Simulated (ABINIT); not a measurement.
# GeW (Fm-3m) in ABINIT: single point with PBEsol

Aim: the single point of GeW with PBEsol.

Program: ABINIT 10.8.3 (patched build). These are calculated values, not measurements. Logs are shortened: lines on timing, memory, paths and dates and some standing lists are left out, and cuts for length are marked. The log counts tension as positive stress, the text compression.

### 1 The crystal as given

Symmetry: Fm-3m, No. 225, cubic system. Conventional cell: a = 5.155 Å, b = 5.155 Å, c = 5.155 Å, α = 90.00°, β = 90.00°, γ = 90.00°. Ge (site symmetry m-3m) is surrounded by 6 W at 2.58 Å. W (site symmetry m-3m) has 6 Ge at 2.58 Å as nearest neighbours.

The cell was built by a generator and needn't be a form met in nature.

### 2 Single point, PBEsol

File run.abi:

```
pp_dirpath "./"
pseudos "Ge.upf, W.upf"

acell 3*1.0
rprim
     0.0000000000     4.8709769561     4.8709769561
     4.8709769561     0.0000000000     4.8709769561
     4.8709769561     4.8709769561     0.0000000000
ntypat 2
znucl 32 74
natom 2
typat 1 2
xred
     0.5000000000     0.5000000000     0.5000000000
     0.0000000000     0.0000000000     0.0000000000

ecut 56.0

kptopt 1
ngkpt 7 7 7
nshiftk 1
shiftk 0.0 0.0 0.0

ixc -116133

nband 22
occopt 3
tsmear 0.00183747

nstep 100
tolvrs 1.0e-10

iomode 3
prtwf 0
prtden 0
prteig 0
prtebands 0
enunit 2
```

Potentials or basis: PseudoDojo NC SR PBEsol v0.4 stringent.

On the command line:

```
$ mpirun --bind-to none -np 4 abinit run.abi > log 2>&1
```

run.abo:

```text
.Version 10.8.3 of ABINIT
 Symmetries : space group Fm -3 m (#225); Bravais cF (face-center cubic)
================================================================================
 Values of the parameters that define the memory need of the present run
     intxc =       0    ionmov =       0      iscf =       7    lmnmax =       8
     lnmax =       8     mgfft =      48  mpssoang =       4    mqgrid =    3001
     natom =       2  nloc_mem =       1    nspden =       1   nspinor =       1
    nsppol =       1      nsym =      48    n1xccc =    2501    ntypat =       2
    occopt =       3   xclevel =       2
       mpw =        4651          nfft =      110592          nkpt =          20
================================================================================
================================================================================

--------------------------------------------------------------------------------
------------- Echo of variables that govern the present computation ------------
--------------------------------------------------------------------------------
 -outvars: echo values of preprocessed input variables --------
            acell      1.0000000000E+00  1.0000000000E+00  1.0000000000E+00 Bohr
              amu      7.26100000E+01  1.83850000E+02
             ecut      5.60000000E+01 Hartree
           enunit           2
              ixc     -116133
         kptrlatt        7    0    0      0    7    0      0    0    7
          kptrlen      4.82202117E+01
            natom           2
            nband          22
            ngfft          48      48      48
             nkpt          20
            nstep         100
             nsym          48
           ntypat           2
           occopt           3
           prtden           0
        prtebands           0
           prteig           0
            prtwf           0
            rprim      0.0000000000E+00  4.8709769561E+00  4.8709769561E+00
                       4.8709769561E+00  0.0000000000E+00  4.8709769561E+00
                       4.8709769561E+00  4.8709769561E+00  0.0000000000E+00
          spgroup         225
           tolvrs      1.00000000E-10
           tsmear      1.83747000E-03 Hartree
            typat      1  2
           xangst      2.5776099983E+00  2.5776099983E+00  2.5776099983E+00
                       0.0000000000E+00  0.0000000000E+00  0.0000000000E+00
            xcart      4.8709769561E+00  4.8709769561E+00  4.8709769561E+00
                       0.0000000000E+00  0.0000000000E+00  0.0000000000E+00
             xred      5.0000000000E-01  5.0000000000E-01  5.0000000000E-01
                       0.0000000000E+00  0.0000000000E+00  0.0000000000E+00
            znucl       32.00000   74.00000

================================================================================

 chkinp: Checking input parameters for consistency.

================================================================================
== DATASET  1 ==================================================================
[... 103 lines left out ...]

 cartesian coordinates (angstrom) at end:
    1      2.57760999825310     2.57760999825310     2.57760999825310
    2      0.00000000000000     0.00000000000000     0.00000000000000

 cartesian forces (hartree/bohr) at end:
    1     -0.00000000000000    -0.00000000000000    -0.00000000000000
    2     -0.00000000000000    -0.00000000000000    -0.00000000000000
 frms,max,avg= 0.0000000E+00 0.0000000E+00   0.000E+00  0.000E+00  0.000E+00 h/b

 cartesian forces (eV/Angstrom) at end:
    1     -0.00000000000000    -0.00000000000000    -0.00000000000000
    2     -0.00000000000000    -0.00000000000000    -0.00000000000000
 frms,max,avg= 0.0000000E+00 0.0000000E+00   0.000E+00  0.000E+00  0.000E+00 e/A
 length scales=  1.000000000000  1.000000000000  1.000000000000 bohr
              =  0.529177210544  0.529177210544  0.529177210544 angstroms
 Fermi (or HOMO) energy (hartree) =   0.49925   Average Vxc (hartree)=  -0.47135
 Eigenvalues (hartree) for nkpt=  20  k points:
 kpt#   1, nband= 22, wtk=  0.00292, kpt=  0.0000  0.0000  0.0000 (reduced coord)
  -5.49556   -3.55945   -3.55945   -3.55945   -2.23904   -0.92216   -0.92216   -0.92216
  -0.39956   -0.39956   -0.39722   -0.39722   -0.39722    0.04493    0.43917    0.43917
   0.43917    0.46658    0.46658    0.58757    0.58757    0.58757
      occupation numbers for kpt#   1
   2.00000    2.00000    2.00000    2.00000    2.00000    2.00000    2.00000    2.00000
   2.00000    2.00000    2.00000    2.00000    2.00000    2.00000    2.00000    2.00000
   2.00000    2.00000    2.00000    0.00000    0.00000    0.00000
 prteigrs : prtvol=0 or 1, do not print more k-points.

 Fermi (or HOMO) energy (eV) =  13.58541   Average Vxc (eV)= -12.82610
 Eigenvalues (   eV  ) for nkpt=  20  k points:
 kpt#   1, nband= 22, wtk=  0.00292, kpt=  0.0000  0.0000  0.0000 (reduced coord)
-149.54178  -96.85760  -96.85760  -96.85760  -60.92730  -25.09336  -25.09336  -25.09336
 -10.87270  -10.87270  -10.80879  -10.80879  -10.80879    1.22251   11.95040   11.95040
  11.95040   12.69637   12.69637   15.98866   15.98866   15.98866
 prteigrs : prtvol=0 or 1, do not print more k-points.

--- !EnergyTerms
iteration_state     : {dtset: 1, }
comment             : Components of total free energy in Hartree
kinetic             :  1.54276182147676E+02
hartree             :  1.21666005213066E+02
xc                  : -4.37410810806654E+01
Ewald energy        : -1.94467234274143E+02
psp_core            :  5.30691350134906E+00
local_psp           : -3.39118620359887E+02
non_local_psp       : -5.91541081488112E+01
internal            : -3.55231943001416E+02
'-kT*entropy'       : -7.73964201635999E-04
total_energy        : -3.55232716965618E+02
total_energy_eV     : -9.66637466856067E+03
band_energy         : -4.29540836722954E+01
...

 Cartesian components of stress tensor (hartree/bohr^3)
  sigma(1 1)=  2.25383336E-04  sigma(3 2)=  0.00000000E+00
  sigma(2 2)=  2.25383336E-04  sigma(3 1)=  0.00000000E+00
  sigma(3 3)=  2.25383336E-04  sigma(2 1)=  0.00000000E+00

-Cartesian components of stress tensor (GPa)         [Pressure= -6.6310E+00 GPa]
- sigma(1 1)=  6.63100668E+00  sigma(3 2)=  0.00000000E+00
- sigma(2 2)=  6.63100668E+00  sigma(3 1)=  0.00000000E+00
- sigma(3 3)=  6.63100668E+00  sigma(2 1)=  0.00000000E+00

== END DATASET(S) ==============================================================
================================================================================

 -outvars: echo values of variables after computation  --------
            acell      1.0000000000E+00  1.0000000000E+00  1.0000000000E+00 Bohr
           etotal     -3.5523271697E+02
            fcart     -0.0000000000E+00 -0.0000000000E+00 -0.0000000000E+00
                      -0.0000000000E+00 -0.0000000000E+00 -0.0000000000E+00
            rprim      0.0000000000E+00  4.8709769561E+00  4.8709769561E+00
                       4.8709769561E+00  0.0000000000E+00  4.8709769561E+00
                       4.8709769561E+00  4.8709769561E+00  0.0000000000E+00
           strten      2.2538333587E-04  2.2538333587E-04  2.2538333587E-04
                       0.0000000000E+00  0.0000000000E+00  0.0000000000E+00
           xangst      2.5776099983E+00  2.5776099983E+00  2.5776099983E+00
                       0.0000000000E+00  0.0000000000E+00  0.0000000000E+00
             xred      5.0000000000E-01  5.0000000000E-01  5.0000000000E-01
                       0.0000000000E+00  0.0000000000E+00  0.0000000000E+00
 Calculation completed.
```

It took 25 s on 4 MPI ranks of Arm Neoverse V1, shared host; peak memory 0.36 GiB.

Results:

| Item | Value |
| --- | --- |
| Free energy | -9666.3747 eV |
| Pressure | -6.6 GPa |
| Band gap on the k mesh | none (metal or under the smearing width) |
| Valence electrons inside the program's atomic spheres | Ge 19.66; W 10.18 |

Levels at points of the mesh, in eV from the Fermi level:
```
           k point  band 15  band 16  band 17  band 18  band 19  band 20  band 21  band 22
(0.00, 0.00, 0.00)    -1.64    -1.64    -1.64    -0.89    -0.89     2.40     2.40     2.40
```

Spin-orbit coupling is left out, which matters for the levels of W.
